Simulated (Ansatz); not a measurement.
SiNi2:

```
CELL_PARAMETERS angstrom
4.99000 0.00000 0.00000
0.00000 3.72000 0.00000
0.00000 0.00000 7.03000
ATOMIC_POSITIONS crystal
Ni 0.32500 0.75000 0.93700
Ni 0.67500 0.25000 0.06300
Ni 0.17500 0.25000 0.43700
Ni 0.82500 0.75000 0.56300
Ni 0.45800 0.75000 0.29700
Ni 0.54200 0.25000 0.70300
Ni 0.04200 0.25000 0.79700
Ni 0.95800 0.75000 0.20300
Si 0.78600 0.75000 0.88600
Si 0.21400 0.25000 0.11400
Si 0.71400 0.25000 0.38600
Si 0.28600 0.75000 0.61400
```

Base run:

```yaml
Program: Ansatz 0.2.0
Functional: PBEsol
Potentials_or_basis: Ansatz PAW
Cutoff: "420 eV (not typed: the program's choice for these potentials)"
k_mesh: 5 × 5 × 3
Occupations: fermi-dirac, width 0.05 eV
Spin: collinear spin, ferromagnetic start
Starting_moments: "[1.0, 1.0, 1.0, 1.0, 1.0, 1.0, 1.0, 1.0, 0.0, 0.0, 0.0, 0.0] μB"
```

Its results: band gap on the k mesh none (metal or under the smearing width); pressure -4.4 GPa; net moment 0.00 μB per cell; largest force 0.347 eV/Å.

Question: After a change of settings the same cell gave: band gap on the k mesh none (metal or under the smearing width); pressure -10.6 GPa; net moment 0.00 μB per cell; largest force 0.334 eV/Å. Which change was it?
A. functional from PBEsol to PBE
B. functional from PBEsol to LDA
C. functional from PBEsol to PBE; k mesh from 5 × 5 × 3 to 6 × 7 × 4

Answer: B.

LDA binds more tightly than PBEsol, so the same cell stands under less pressure.

Caveats: the PAW data sets come from PBE, with cores solved anew for the run's functional, which leaves a small shift of forces and pressure; the starting moments weren't kept.
